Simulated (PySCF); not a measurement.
# [Gd(H2O)9]3+: other functionals and bases at one geometry

One table from this session's results is given with a row withheld; the runs are named, their logs left out.

Program: PySCF 2.14.0. Level of theory: several levels, as the steps say, no spin–orbit coupling. These are calculated values, not measurements.

1 further run of the same task is left out (for a known fault of the program).

## The starting structure

28 atoms, charge 3, spin multiplicity 1.

Bond lengths: Gd1–O2 2.539 Å, Gd1–O5 2.539 Å, Gd1–O8 2.539 Å, Gd1–O11 2.539 Å, Gd1–O14 2.539 Å, Gd1–O17 2.539 Å, Gd1–O20 2.466 Å, Gd1–O23 2.466 Å, Gd1–O26 2.466 Å, O2–H3 0.980 Å, O2–H4 0.981 Å, O5–H6 0.980 Å, O5–H7 0.981 Å, O8–H9 0.980 Å, O8–H10 0.981 Å, O11–H12 0.981 Å, O11–H13 0.980 Å, O14–H15 0.981 Å and more. Angles: O2–Gd1–O5 74.0°, O2–Gd1–O8 74.0°, O2–Gd1–O11 91.9°, O2–Gd1–O14 139.3°, O2–Gd1–O17 139.3°, O2–Gd1–O20 69.7°, O2–Gd1–O23 134.0°, O2–Gd1–O26 69.7°, O5–Gd1–O8 74.0°, O5–Gd1–O11 139.3°, O5–Gd1–O14 91.9°, O5–Gd1–O17 139.3°, O5–Gd1–O20 69.7°, O5–Gd1–O23 69.7°, O5–Gd1–O26 134.0°, O8–Gd1–O11 139.3°, O8–Gd1–O14 139.3°, O8–Gd1–O17 91.9° and more.

As a file:

```xyz
28
charge 3, multiplicity 1
Gd    0.0000    0.0000    0.0000
O     1.7650    0.0000    1.8246
H     1.7221    0.0000    2.8035
H     2.7276    0.0000    1.6370
O    -0.8825    1.5285    1.8246
H    -0.8610    1.4913    2.8035
H    -1.3638    2.3621    1.6370
O    -0.8825   -1.5285    1.8246
H    -0.8610   -1.4914    2.8035
H    -1.3638   -2.3622    1.6370
O     1.7650    0.0000   -1.8246
H     2.7276    0.0000   -1.6370
H     1.7221    0.0000   -2.8035
O    -0.8825    1.5285   -1.8246
H    -1.3638    2.3621   -1.6370
H    -0.8610    1.4913   -2.8035
O    -0.8825   -1.5285   -1.8246
H    -1.3638   -2.3622   -1.6370
H    -0.8610   -1.4914   -2.8035
O     1.2327    2.1352    0.0000
H     1.5284    2.6474    0.7808
H     1.5284    2.6474   -0.7808
O    -2.4655    0.0000    0.0000
H    -3.0569    0.0000    0.7808
H    -3.0569    0.0000   -0.7808
O     1.2328   -2.1352    0.0000
H     1.5285   -2.6473    0.7808
H     1.5285   -2.6473   -0.7808
```

Formal oxidation states: Gd +3. Each metal's 7 4f electrons lie in its core potential, so multiplicities, spins and levels count the valence alone. An earlier session relaxed this geometry at PBE, Gd lcecp-1-SVP with ECP53, O def2-SVP, H def2-SVP (singlet, point group D3h). Its vibrations showed it to be a saddle point, relaxed within its symmetry.

At PBE on the finer grid: E = -721.821988 Eh, HOMO -18.05 eV, LUMO -11.61 eV, Mulliken charge on Gd1 +0.49 e, largest force component 0.007 eV/Å. 

Levels to run: TPSSh; BLYP; r2SCAN; revPBE. Hardware: 4 threads of AMD EPYC (Zen 3), shared host.

The first run:

run.py (the lines that set the calculation)

```python
mol = gto.M(atom='''
Gd     0.00000     0.00000     0.00000
O      1.76497     0.00002     1.82460
H      1.72206     0.00002     2.80348
H      2.72758     0.00004     1.63703
O     -0.88251     1.52850     1.82460
H     -0.86105     1.49134     2.80348
H     -1.36382     2.36213     1.63703
O     -0.88247    -1.52852     1.82460
H     -0.86101    -1.49136     2.80348
H     -1.36376    -2.36217     1.63703
O      1.76497     0.00002    -1.82460
H      2.72758     0.00004    -1.63703
H      1.72206     0.00002    -2.80348
O     -0.88251     1.52850    -1.82460
H     -1.36382     2.36213    -1.63703
H     -0.86105     1.49134    -2.80348
O     -0.88247    -1.52852    -1.82460
H     -1.36376    -2.36217    -1.63703
H     -0.86101    -1.49136    -2.80348
O      1.23273     2.13522     0.00000
H      1.52842     2.64738     0.78084
H      1.52842     2.64738    -0.78084
O     -2.46552    -0.00003     0.00000
H     -3.05691    -0.00004     0.78084
H     -3.05691    -0.00004    -0.78084
O      1.23279    -2.13518     0.00000
H      1.52849    -2.64734     0.78084
H      1.52849    -2.64734    -0.78084''',
    basis={'Gd': 'lcecp-1-SVP', 'O': 'def2-SVP', 'H': 'def2-SVP'},
    ecp={'Gd': 'lcecp-1-SVP'},
    charge=3, spin=0)
mf = dft.RKS(mol, xc='TPSSH')
mf.grids.atom_grid = (75, 302)  # f atoms: unpruned, at least (60, 302)
mf = mf.density_fit()  # fitting sets: Gd AutoAux, O def2-universal-JKFIT, H def2-universal-JKFIT
mf.conv_tol = 1e-08; mf.max_cycle = 55
mf.kernel(dm0)  # dm0: the density of the relaxed state
```

Command:

```sh
$ OMP_NUM_THREADS=4 python run.py
```

Steps of the session up to this table: TPSSh; BLYP; r2SCAN; revPBE.

One table of the session follows, with a row left open; its other results are not shown here.

```
             level  HOMO (eV)  gap (eV)  charge on Gd1 (e)  largest force component (eV/Å)
PBE (relaxed here)     -18.05      6.43               0.49                            0.01
             TPSSh     -18.94      7.91               0.77                            0.26
              BLYP          ?         ?                  ?                               ?
            r2SCAN     -18.53      7.45               0.82                            0.38
            revPBE     -18.02      6.48               0.61                            0.17
```

Estimate the missing values for BLYP.

The run gave: HOMO (eV): -17.94; gap (eV): 6.31; charge on Gd1 (e): 0.47; largest force component (eV/Å): 0.11. In the column «HOMO (eV)» it is the highest.

In one basis the gap runs from 6.31 eV (BLYP) to 7.91 eV (TPSSh). The largest leftover force, 0.38 eV/Å with r2SCAN, stands at a geometry relaxed at another level. With 4f in the core, its levels are missing from HOMO and gap, and its count is fixed, so no charge can pass from the ligands into it. Total energies of different levels can't be compared.
